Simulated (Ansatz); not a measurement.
# C₂H₈Ge: up Jacob's ladder to CCSD(T)

One table from this session's results is given with a row withheld; the runs are named, their logs left out.

The runs use Ansatz 0.2.0, Gaussian basis; functionals in def2-TZVPP, the program's frozen cores in correlated methods.

Plan: LDA (SPW92), PBE-D4, revPBE-D4, BLYP-D4, r2SCAN-D4, B97M-V, PBE0-D4, B3LYP-D4, r2SCANh-D4, r2SCAN0-D4, HSE06-D4, BHLYP-D4, CAM-B3LYP-D4, LC-ωPBE, ωB97X-V, ωB97M-V, B2PLYP, PBE-QIDH; CCSD(T)/def2-SVP; CCSD(T)/def2-TZVPP; CCSD(T)/def2-QZVPP; extrapolation to the limit; RPA on PBE.

**Structure used throughout**

All runs share one geometry, relaxed beforehand with PBE0-D4 in a triple-zeta def2 set.

SMILES `[CH3][GeH2][CH3]`, 11 atoms, charge 0, spin multiplicity 1.

Atoms are counted from 1 here; the program's logs count them from 0.

Bond lengths: C1–Ge2 1.955 Å, C1–H4 1.091 Å, C1–H5 1.091 Å, C1–H6 1.091 Å, Ge2–C3 1.955 Å, Ge2–H7 1.544 Å, Ge2–H8 1.544 Å, C3–H9 1.091 Å, C3–H10 1.091 Å, C3–H11 1.091 Å. Angles: Ge2–C1–H4 110.8°, Ge2–C1–H5 110.3°, Ge2–C1–H6 110.3°, H4–C1–H5 108.5°, H4–C1–H6 108.5°, H5–C1–H6 108.5°, C1–Ge2–C3 110.6°, C1–Ge2–H7 109.6°, C1–Ge2–H8 109.6°, C3–Ge2–H7 109.6°, C3–Ge2–H8 109.6°, H7–Ge2–H8 107.9°, Ge2–C3–H9 110.3°, Ge2–C3–H10 110.3°, Ge2–C3–H11 110.8°, H9–C3–H10 108.5°, H9–C3–H11 108.5°, H10–C3–H11 108.5°.

Set-up of the first run:

in.yaml reads:

```yaml
crystal:
  periodic: [false, false, false]
  atoms:
    - {symbol: C, position_ang: [-1.251159, 0.959395, -0.437259]}
    - {symbol: Ge, position_ang: [-0.186830, -0.675246, -0.310331]}
    - {symbol: C, position_ang: [1.439368, -0.356844, 0.726518]}
    - {symbol: H, position_ang: [-2.159711, 0.785621, -1.015086]}
    - {symbol: H, position_ang: [-0.676323, 1.747920, -0.925553]}
    - {symbol: H, position_ang: [-1.535153, 1.304043, 0.558335]}
    - {symbol: H, position_ang: [0.189293, -1.159101, -1.727032]}
    - {symbol: H, position_ang: [-1.021381, -1.784979, 0.363940]}
    - {symbol: H, position_ang: [2.044833, 0.417133, 0.252162]}
    - {symbol: H, position_ang: [1.186090, -0.028118, 1.735690]}
    - {symbol: H, position_ang: [2.036371, -1.266723, 0.799016]}
basis:
  gaussian: {orbitals: def2-TZVPP}
hamiltonian: {xc: lda}
output: {orbitals: {seedname: orbitals}}
```

Launch:

```bash
ansatz run in.yaml --threads 2 --pin off --events-out ev --progress --plain --max-ram 32768MiB --backend cpu
```

Among the steps run: LDA; PBE-D4 (GGA); revPBE-D4 (GGA); BLYP-D4 (GGA); r2SCAN-D4 (meta-GGA); B97M-V (meta-GGA); B3LYP-D4 (hybrid); r2SCANh-D4 (hybrid); r2SCAN0-D4 (hybrid); HSE06-D4 (hybrid); BHLYP-D4 (hybrid); CAM-B3LYP-D4 (range-separated); LC-ωPBE (range-separated); ωB97X-V (range-separated); ωB97M-V (range-separated); B2PLYP (double hybrid); PBE-QIDH (double hybrid).

One of the session's tables, all rows but one given; the rest of the session is left out.

It belongs to the step «Orbital energies across the functionals». 

```
  functional  HOMO (eV)  LUMO (eV)  gap (eV)
 LDA (SPW92)      -7.42       0.20      7.61
      PBE-D4      -7.28       0.35      7.63
   revPBE-D4          ?          ?         ?
     BLYP-D4      -7.14       0.34      7.47
   r2SCAN-D4      -7.55       1.03      8.58
      B97M-V      -7.63       0.48      8.11
     PBE0-D4      -8.53       1.12      9.64
    B3LYP-D4      -8.30       0.79      9.09
  r2SCANh-D4      -8.01       1.26      9.27
  r2SCAN0-D4      -8.71       1.58     10.28
    HSE06-D4      -8.13       0.75      8.88
    BHLYP-D4      -9.66       1.71     11.37
CAM-B3LYP-D4      -9.87       1.88     11.76
     LC-ωPBE     -11.26       3.17     14.43
     ωB97X-V     -10.88       2.95     13.83
     ωB97M-V     -10.74       2.55     13.29
```

Q: Estimate the row for revPBE-D4 from the others.

The run gave: HOMO (eV): -7.23; LUMO (eV): 0.42; gap (eV): 7.65. In the column «HOMO (eV)» it lies between PBE-D4 (-7.28) and BLYP-D4 (-7.14).
